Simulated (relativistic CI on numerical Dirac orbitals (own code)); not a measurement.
**Ions of antimony: ground levels and radial parameters**

Aim: one configuration for each member; how do the lowest level, the moment, the spin-orbit parameter and the size of the open shell change?

Program: relativistic CI on numerical Dirac orbitals (own code) version 3. Level of theory: Dirac-Coulomb-Breit CI, KLI orbitals optimised for each configuration, model QED (radiative potential, 1s self-energy scaled to tabulated hydrogen-like ionisation energies), valence Slater integrals scaled by 0.9. These are calculated values, not measurements, unless marked.

### Step 1. Starting point

```
members      : Sb²⁴⁺ [Ar] 3d9, Sb²⁵⁺ [Ar] 3d8, Sb²⁶⁺ [Ar] 3d7, Sb²⁷⁺ [Ar] 3d6, Sb²⁸⁺ [Ar] 3d5, Sb²⁹⁺ [Ar] 3d4, Sb³⁰⁺ [Ar] 3d3, Sb³¹⁺ [Ar] 3d2
Slater scale : 0.9
```

### Step 2. Sb²⁴⁺, [Ar] 3d9

Settings of the run:

```ini
atom Sb  Z=51  charge=24  electrons=27
nucleus A=121  rms_radius_fm=4.6802
hamiltonian dirac-coulomb  breit=on  qed=on  c_scale=1
orbitals kli  potential=per-configuration
slater_scale 0.9
correlation none
mixing on
configurations
  [Ar] 3d9
end
```

The run is started by

```sh
$ python run_levels.py task.json out
```

task.json lists these runs, among others, and the program works through them in turn.

### Step 3. Sb²⁵⁺, [Ar] 3d8

Changes to the settings of step 2:

```diff
@@ -1,2 +1,2 @@
-atom Sb  Z=51  charge=24  electrons=27
+atom Sb  Z=51  charge=25  electrons=26
 nucleus A=121  rms_radius_fm=4.6802
@@ -8,3 +8,3 @@
 configurations
-  [Ar] 3d9
+  [Ar] 3d8
 end
```

### Step 4. Sb²⁶⁺, [Ar] 3d7

Changes to the settings of step 3:

```diff
@@ -1,2 +1,2 @@
-atom Sb  Z=51  charge=25  electrons=26
+atom Sb  Z=51  charge=26  electrons=25
 nucleus A=121  rms_radius_fm=4.6802
@@ -8,3 +8,3 @@
 configurations
-  [Ar] 3d8
+  [Ar] 3d7
 end
```

### Step 5. Sb²⁷⁺, [Ar] 3d6

Changes to the settings of step 4:

```diff
@@ -1,2 +1,2 @@
-atom Sb  Z=51  charge=26  electrons=25
+atom Sb  Z=51  charge=27  electrons=24
 nucleus A=121  rms_radius_fm=4.6802
@@ -8,3 +8,3 @@
 configurations
-  [Ar] 3d7
+  [Ar] 3d6
 end
```

### Step 6. Sb²⁸⁺, [Ar] 3d5

Changes to the settings of step 5:

```diff
@@ -1,2 +1,2 @@
-atom Sb  Z=51  charge=27  electrons=24
+atom Sb  Z=51  charge=28  electrons=23
 nucleus A=121  rms_radius_fm=4.6802
@@ -8,3 +8,3 @@
 configurations
-  [Ar] 3d6
+  [Ar] 3d5
 end
```

### Step 7. Sb²⁹⁺, [Ar] 3d4

Changes to the settings of step 6:

```diff
@@ -1,2 +1,2 @@
-atom Sb  Z=51  charge=28  electrons=23
+atom Sb  Z=51  charge=29  electrons=22
 nucleus A=121  rms_radius_fm=4.6802
@@ -8,3 +8,3 @@
 configurations
-  [Ar] 3d5
+  [Ar] 3d4
 end
```

### Step 8. Sb³⁰⁺, [Ar] 3d3

Changes to the settings of step 7:

```diff
@@ -1,2 +1,2 @@
-atom Sb  Z=51  charge=29  electrons=22
+atom Sb  Z=51  charge=30  electrons=21
 nucleus A=121  rms_radius_fm=4.6802
@@ -8,3 +8,3 @@
 configurations
-  [Ar] 3d4
+  [Ar] 3d3
 end
```

### Step 9. Sb³¹⁺, [Ar] 3d2

Changes to the settings of step 8:

```diff
@@ -1,2 +1,2 @@
-atom Sb  Z=51  charge=30  electrons=21
+atom Sb  Z=51  charge=31  electrons=20
 nucleus A=121  rms_radius_fm=4.6802
@@ -8,3 +8,3 @@
 configurations
-  [Ar] 3d3
+  [Ar] 3d2
 end
```

(Steps that only read results are left out.)

What does the calculation give? Wanted: lowest levels; largest moment; ζ, first and last; <r>, first and last.

The runs gave:

```
           quantity                                                                                                value
      lowest levels  Sb²⁴⁺ 2D5/2, Sb²⁵⁺ 3F4, Sb²⁶⁺ 4F9/2, Sb²⁷⁺ 5D4, Sb²⁸⁺ 6S5/2, Sb²⁹⁺ 5D0 + 3P, Sb³⁰⁺ 4F3/2, Sb³¹⁺ 3F2
     largest moment                                                                                      6.36 μB (Sb²⁶⁺)
  ζ, first and last                                                                              3d 32000, 3d 39500 cm⁻¹
<r>, first and last                                                                              3d 0.292, 3d 0.267 bohr
```

In words: The 3d shell shrinks from 0.292 to 0.267 bohr as electrons are stripped. ζ rises by a factor of 1.2 along the series. The largest moment belongs to Sb²⁶⁺. For Sb²⁷⁺, Sb²⁸⁺, Sb²⁹⁺ the LS label holds under 70 % of the lowest level: spin-orbit coupling mixes terms.
